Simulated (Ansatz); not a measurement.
# SiHBr (triplet): from Hartree-Fock to the top rungs, cc-pVDZ

Aim: climb from Hartree-Fock through coupled cluster and multireference methods for SiHBr (triplet) at one geometry and basis, and see what each rung misses.

Computed with Ansatz 0.2.0, Gaussian basis. Level: cc-pVDZ, core rule «outside noble gas», up to 19 orbitals frozen.

The runs, in order: UHF; CCSD(T) on ROHF; CCSD(T) on UHF; BCCD(T) on ROHF; CISD; CCSDT(Q) on ROHF; CCSDT(Q) on UHF; CASSCF and MRCISD+Q, 12 electrons in 9 orbitals; CASSCF and NEVPT2, 12 electrons in 9 orbitals.

21 further runs of the same task are left out: 11 that didn't finish, 10 set aside as unsound or not needed.

## 1. The system

The geometry is a PBE0/def2-TZVP stationary point (not a proven minimum) of the parent state, kept for this charge and spin. No spin-orbit coupling is included. The filled d shell of Br may be among the frozen orbitals whatever the setting's name suggests; the logs give the count.

3 atoms, charge 0, spin multiplicity 3.

Atoms are counted from 1 here; the program's logs count them from 0.

Bond lengths: Si1–Br2 2.245 Å, Si1–H3 1.527 Å. Angles: Br2–Si1–H3 94.0°.

## 2. UHF

in.yaml reads:

```yaml
crystal:
  periodic: [false, false, false]
  atoms:
    - {symbol: Si, position_ang: [0.000000, -0.096101, 1.642041]}
    - {symbol: Br, position_ang: [0.000000, 0.015864, -0.600171]}
    - {symbol: H, position_ang: [0.000000, 1.420182, 1.824017]}
basis:
  gaussian: {orbitals: cc-pVDZ}
magnetization: {spin_polarized: true, initial_magnetization: 2}
hamiltonian: {xc: hf}
output: {orbitals: {seedname: orbitals}}
```

Started as:

```sh
ansatz run in.yaml --threads 1 --pin off --events-out ev --progress --plain --max-ram 2393MiB
```

Further steps of the session: CCSD(T) on ROHF; CCSD(T) on UHF; BCCD(T) on ROHF; CISD; CCSDT(Q) on ROHF; CCSDT(Q) on UHF; CASSCF and MRCISD+Q, 12 electrons in 9 orbitals; CASSCF and NEVPT2, 12 electrons in 9 orbitals.

Before running them: what should the planned runs give, taken together? Wanted: UCCSDT(Q) below the RHF energy; RMP2 from UCCSDT(Q); UMP2 from UCCSDT(Q); RCCSD from UCCSDT(Q); RCCSD(T) from UCCSDT(Q); UCCSD(T) from UCCSDT(Q); RCCSDT(Q) from UCCSDT(Q); NEVPT2 valence from UCCSDT(Q); MRCISD+Q valence from UCCSDT(Q).

As calculated:

| quantity | value |
| --- | --- |
| UCCSDT(Q) below the RHF energy | -5.7903 eV |
| RMP2 from UCCSDT(Q) | +906.6 meV |
| UMP2 from UCCSDT(Q) | +895.4 meV |
| RCCSD from UCCSDT(Q) | +180.8 meV |
| RCCSD(T) from UCCSDT(Q) | +37.9 meV |
| UCCSD(T) from UCCSDT(Q) | +37.7 meV |
| RCCSDT(Q) from UCCSDT(Q) | +2.0 meV |
| NEVPT2 valence from UCCSDT(Q) | +1137.7 meV |
| MRCISD+Q valence from UCCSDT(Q) | +50.1 meV |
| levels within 1 kcal/mol (43 meV) | RCCSD(T), UCCSD(T), BCCD(T), RCCSDT, UCCSDT, RCCSDT(Q) |
| T1 diagnostic | 0.030 |
| effectively unpaired electrons | 2.01 |

What this shows: RCCSD(T) misses by +37.9 meV, 0.7 % of the correlation energy. One determinant dominates. Of the multireference levels listed MRCISD+Q valence comes nearest in total energy (+50.1 meV), which doesn't show that its space is the better one. These misses are within one basis, not against nature; the frozen cores of restricted and unrestricted runs differ, which can shift their rows.
